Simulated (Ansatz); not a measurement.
## Cu (distorted cell): a check of forces and pressure against finite differences

Run with Ansatz 0.2.0, Python API.

`fdcheck_cu.py`:
```python
"""Do the forces of Cu match the slope of the free energy with displaced atoms."""

import ansatz as az
import numpy as np

FUNCTIONAL = "lda"
OCCUPATIONS = "Fermi-Dirac"
CUTOFF_EV = 540
KMESH = (7, 7, 2)
SCF_TOL = 1e-09

vectors0 = np.array([
    [2.53076, 0.0, 0.0],
    [-1.26538, 2.19171, 0.0],
    [0.0, 0.0, 8.26182],
])
sites = [
    ("Cu", (0.99258, 0.99859, 0.9998)),
    ("Cu", (0.324, 0.65694, 0.25061)),
    ("Cu", (0.00824, 0.00612, 0.50105)),
    ("Cu", (0.67244, 0.33696, 0.75196)),
]


def build(cell):
    crystal = az.Crystal(lattice=az.Lattice.of(cell))
    for symbol, position in sites:
        crystal = crystal.atom(symbol, position)
    return crystal


def main() -> None:
    def solve(crystal):
        return (
            crystal.calculation()
            .functional(FUNCTIONAL)
            .occupations(OCCUPATIONS, width=100 * az.meV)
            .basis(CUTOFF_EV, xc_grid=2)
            .kpoints(*KMESH)
            .scf(tolerance=SCF_TOL)
            .forces()
            .stress()
            .run(threads=1)
        ).report


    centre = solve(build(vectors0))
    start = build(vectors0)
    # central difference: F = -(E(+h) - E(-h)) / 2h
    print(f"force on atom 1 along x: analytic {centre['forces_ev_ang'][1][0]:.4f} eV/A")
    for h in (0.004, 0.016):
        shift = np.eye(3)[0] * h @ np.linalg.inv(vectors0)
        plus, minus = (solve(start.move(1, to=np.array(sites[1][1]) + sign * shift))["lagrangian_ev"] for sign in (1, -1))
        print(f"  step {h} A: numerical {-(plus - minus) / (2 * h):.4f} eV/A")
    # P = -dF/dV; the difference feels the change of the plane-wave count with the cell
    volume = abs(np.linalg.det(vectors0))
    larger, smaller = (solve(build(vectors0 * (1 + sign * 0.005) ** (1 / 3)))["lagrangian_ev"] for sign in (1, -1))
    numerical = -(larger - smaller) / (0.01 * volume) * 160.21766
    print(f"pressure: analytic {np.trace(centre['stress_gpa']) / 3:.3f}, numerical {numerical:.3f} GPa")


if __name__ == "__main__":
    main()
```

```console
$ python fdcheck_cu.py
DeckWarning: output.stress: scf.convergence.dr2_threshold = 1e-9 eV is looser than the 4e-10 eV advised for a printed stress (1e-10 eV for each atom of the cell: 4). What an SCF threshold leaves in a stress goes as its square root, and in the free energy as [...]
force on atom 1 along x: analytic 0.0101 eV/A
  step 0.004 A: numerical 0.0101 eV/A
  step 0.016 A: numerical 0.0101 eV/A
pressure: analytic -8.763, numerical -8.760 GPa
```
(Warnings from the package without file and line, shortened.)

Reading the output:
- The run is spin-unpolarised.
- The mesh is modest for a metal, so energies can be off by several to tens of meV an atom and pressures by half a GPa or more; differences at equal mesh fare better.
- Pressure is positive in compression.
- The cell is a database structure, distorted on purpose.
- The central difference errs as the square of the step, so the shorter step is the fairer test; what remains comes from the finite grid and the SCF threshold.
- Wall time of the script: 90 s on 1 thread of Intel(R) Xeon(R) Processor @ 2.30GHz, on a shared host, peak memory 0.54 GiB.
